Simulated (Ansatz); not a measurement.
# BH6NO3: a nudged elastic band, and a look at its input

A nudged elastic band is wanted. The input is run as typed. The step meant is a four-centre ligand exchange at charge 0 and multiplicity 1, which changes B1–O6, N2–H5, B1–N2, H5–O6.

The runs use Ansatz 0.2.0, Gaussian basis; PBE0-D4/def2-SVP.

### 1 The structure

```
B    -0.1444    0.4021   -0.9138
N     1.1103   -0.0926   -0.4241
O    -0.4025    0.2799   -2.2534
O    -1.0957    0.9351   -0.0904
H     0.2777   -0.9857    1.3751
O    -0.1424   -0.5628    2.1390
H     1.5529    0.3744    0.3508
H     1.7822   -0.4072   -1.1047
H    -1.3039    0.5403   -2.4555
H    -0.9215    0.7417    0.8422
H    -0.7125   -1.2253    2.5349
```

### 2 The run

Contents of run/in.yaml:

```yaml
crystal:
  periodic: [false, false, false]
  atoms:
    - {symbol: B, position_ang: [-0.144430, 0.402057, -0.913812]}
    - {symbol: N, position_ang: [1.110282, -0.092552, -0.424118]}
    - {symbol: O, position_ang: [-0.402541, 0.279885, -2.253409]}
    - {symbol: O, position_ang: [-1.095724, 0.935061, -0.090382]}
    - {symbol: H, position_ang: [0.277695, -0.985664, 1.375094]}
    - {symbol: O, position_ang: [-0.142415, -0.562828, 2.138953]}
    - {symbol: H, position_ang: [1.552876, 0.374435, 0.350800]}
    - {symbol: H, position_ang: [1.782241, -0.407196, -1.104744]}
    - {symbol: H, position_ang: [-1.303915, 0.540326, -2.455542]}
    - {symbol: H, position_ang: [-0.921498, 0.741652, 0.842210]}
    - {symbol: H, position_ang: [-0.712473, -1.225277, 2.534948]}
basis:
  gaussian: {orbitals: def2-SVP}
hamiltonian: {xc: pbe0, dispersion: d4}
neb:
  images: 5
  climbing: true
  max_iterations: 30
  initial_path: idpp
  f_tol: 2.0
  final_atoms:
    - {symbol: B, position_ang: [-0.411470, 0.027573, 0.000963]}
    - {symbol: N, position_ang: [1.309228, -0.087819, -0.003082]}
    - {symbol: O, position_ang: [-0.769667, -0.493516, -1.279990]}
    - {symbol: O, position_ang: [-0.637358, 1.427775, 0.171529]}
    - {symbol: H, position_ang: [1.663846, 0.048354, 0.936936]}
    - {symbol: O, position_ang: [-0.783726, -0.787385, 1.113601]}
    - {symbol: H, position_ang: [1.698760, 0.622699, -0.612476]}
    - {symbol: H, position_ang: [1.590433, -1.003231, -0.336076]}
    - {symbol: H, position_ang: [-1.217209, 0.186207, -1.785163]}
    - {symbol: H, position_ang: [-1.117528, 1.574651, 0.987238]}
    - {symbol: H, position_ang: [-1.325208, -1.515407, 0.806522]}
```

Run with:

```
$ ansatz run in.yaml --threads 4 --pin off --events-out ev --progress --plain --max-ram 9574MiB
```

Q: Predict the outcome of this session. Wanted: this run.

As calculated:

| quantity | value |
| --- | --- |
| this run | converged |
| fault | tolerance too loose |

**Reading.** The force tolerance of 2 eV/Å lets the band stop early, so its barrier is not a converged value.
